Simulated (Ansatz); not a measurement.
# Bi2Te2O: the cost of one run

Program: Ansatz 0.2.0. Level of theory: DFT PBE, scalar-relativistic, plane waves, PAW, unless a step names another level. These are calculated values, not measurements.

16 further runs of the same task are left out: 3 that didn't finish, 13 set aside as unsound or not needed. Runs told in other sessions of the task aren't counted.

### Step 1. What the formula suggests

Pauling electronegativities: Bi 2.02, Te 2.10, O 3.44 (spread 1.42). The formula balances with common oxidation states: Bi +3, O -2, Te -2. Tabulated atomic sizes suggest about 27 Å³/atom. 27 candidates were drawn, by swapping species into database cells of other compounds, at random by space group and Wyckoff sites, or by hand, as the table says:

```csv
name,made from,space group no.,Wyckoff sites,atoms (primitive cell),V (Å³/atom)
c01,random,42,Bi 8d; Te 8c; O 4a,5,30.4
c02,random,25,Bi 2h; Te 2f; O 1a,5,30.6
c03,random,8,Bi 4b; Te 4b; O 2a,5,30.4
c04,random,71,Bi 4j; Te 4g; O 2b,5,34.7
c05,random,191,"Bi 4h; Te 2c, 1a, 1b; O 2e",10,28.8
c06,random,191,Bi 2e; Te 2d; O 1a,5,31.1
c07,database cell of Tl2PdSe2,55,Bi 4h; Te 4g; O 2a,10,27.0
c08,random,102,Bi 4c; Te 4c; O 2a,10,28.7
c09,database cell of Sc2BC2,139,Bi 4e; Te 4e; O 2a,5,23.8
c10,database cell of NdAl2Ga2,12,Bi 4i; Te 4h; O 2a,5,28.4
c11,built by hand: anion-ordered A-La2O3,164,Bi 2d; Te 2d; O 1a,5,26.7
c12,random,71,"Bi 4j; Te 2d, 2c; O 2a",5,28.2
c13,database cell of Na2CuO2,71,Bi 4i; Te 4j; O 2d,5,26.4
c14,random,139,Bi 4c; Te 4e; O 2a,5,34.1
c15,database cell of K2PdSe2,71,Bi 4h; Te 4j; O 2a,5,26.5
c16,random,136,Bi 4e; Te 4f; O 2a,10,30.6
c17,database cell of TmCu2Ge2,139,Bi 4d; Te 4e; O 2a,5,26.0
c18,random,183,Bi 2b; Te 2b; O 1a,5,30.7
c19,built by hand: LaOBiS2 (Bi2OS2),129,"Bi 2c, 2c; Te 2c, 2c; O 2a",10,26.6
c20,database cell of Tm2AlSi2,71,Bi 4j; Te 4h; O 2a,5,29.0
c21,random,129,Bi 4d; Te 4f; O 2c,10,32.7
c22,built by hand: ordered tetradymite (Bi2Te2S),166,Bi 6c; Te 6c; O 3a,5,26.7
c23,database cell of GdCu2Sn2,129,"Bi 2b, 2c; Te 2a, 2c; O 2c",10,26.3
c24,random,22,Bi 8e; Te 8f; O 4d,5,30.0
c25,database cell of YbCd2Sb2,164,Bi 2d; Te 2d; O 1a,5,31.2
c26,random,139,Bi 4d; Te 4c; O 2a,5,31.7
c27,random,160,"Bi 3a, 3a; Te 3a, 3a; O 3a",5,33.9
```

### Step 2. Screening run of c08

File input.yaml:

```yaml
crystal:
  lattice:
    - [5.35823193, 0.0, 0.0]
    - [0.0, 5.35823193, 0.0]
    - [0.0, 0.0, 9.99627159]
  atoms:
    - { symbol: Bi, position: [0.27410541, 0.27410541, 0.65179781] }
    - { symbol: Bi, position: [0.72589459, 0.72589459, 0.65179781] }
    - { symbol: Bi, position: [0.22589459, 0.77410541, 0.15179781] }
    - { symbol: Bi, position: [0.77410541, 0.22589459, 0.15179781] }
    - { symbol: Te, position: [0.23519885, 0.23519885, 0.98859029] }
    - { symbol: Te, position: [0.76480115, 0.76480115, 0.98859029] }
    - { symbol: Te, position: [0.26480115, 0.73519885, 0.48859029] }
    - { symbol: Te, position: [0.73519885, 0.26480115, 0.48859029] }
    - { symbol: O, position: [0.0, 0.0, 0.45475911] }
    - { symbol: O, position: [0.5, 0.5, 0.95475911] }
basis:
  ecutwfc: 420
kpoints:
  mp_grid: { grid: [2, 2, 2] }
hamiltonian:
  xc: pbe
scf:
  occupations: { method: gaussian, width: 0.15 }
  lower_state_search: "off"
output:
  forces: true
  stress: true
  eigenvalues: true
relax:
  adjacent_minimum: "off"
  f_tol: 0.08
  max_steps: 16
  cell: { stress_tol: 0.8 }
```

Started as:

```console
$ ansatz run input.yaml --threads 1 --pin off --max-ram 2560MiB --backend cpu --events-out ev --progress --plain --runs-dir out
```

Q: Estimate wall time and peak memory on 1 thread of Intel Xeon 6975P-C (Granite Rapids), shared host.

About 86 s, with a peak of 0.72 GiB.
